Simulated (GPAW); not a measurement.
The system is Ti3Se.

```
CELL_PARAMETERS angstrom
3.19745 0.00000 0.00000
-1.59872 2.76907 0.00000
0.00000 0.00000 7.94275
ATOMIC_POSITIONS crystal
Se 0.00000 0.00000 0.00000
Ti 0.66667 0.33333 0.50000
Ti 0.33333 0.66667 0.77290
Ti 0.33333 0.66667 0.22710
```

The cell comes from a database or a generator and needn't be the stable form of this composition.

Base run:

| Quantity | Value |
| --- | --- |
| Program | GPAW 26.7.0 |
| Functional | PBEsol |
| Potentials or basis | PAW data sets generated in the run's folder for this functional |
| Cutoff | 600 eV |
| Basis | pw |
| k mesh | 7 × 7 × 3 |
| Occupations | fermi-dirac, width 0.05 eV |
| Spin | no spin polarisation |
| Hubbard terms | Ti d U = 3 eV |

Its results: pressure -1.4 GPa; largest force 0.175 eV/Å.

**Question.** After a change of settings the same cell gave: pressure -3.6 GPa; largest force 0.129 eV/Å. Which change was it?
A. k mesh from 7 × 7 × 3 to 6 × 6 × 3; hubbard terms from Ti d U = 3 eV to none
B. k mesh from 7 × 7 × 3 to 10 × 10 × 4; hubbard terms from Ti d U = 3 eV to none
C. hubbard terms from Ti d U = 3 eV to Ti d U = 1 eV
D. hubbard terms from Ti d U = 3 eV to none

**Answer.** C.

Caveats: U without spin polarisation on a metal has little footing.

Not every run made on this cell is shown here.
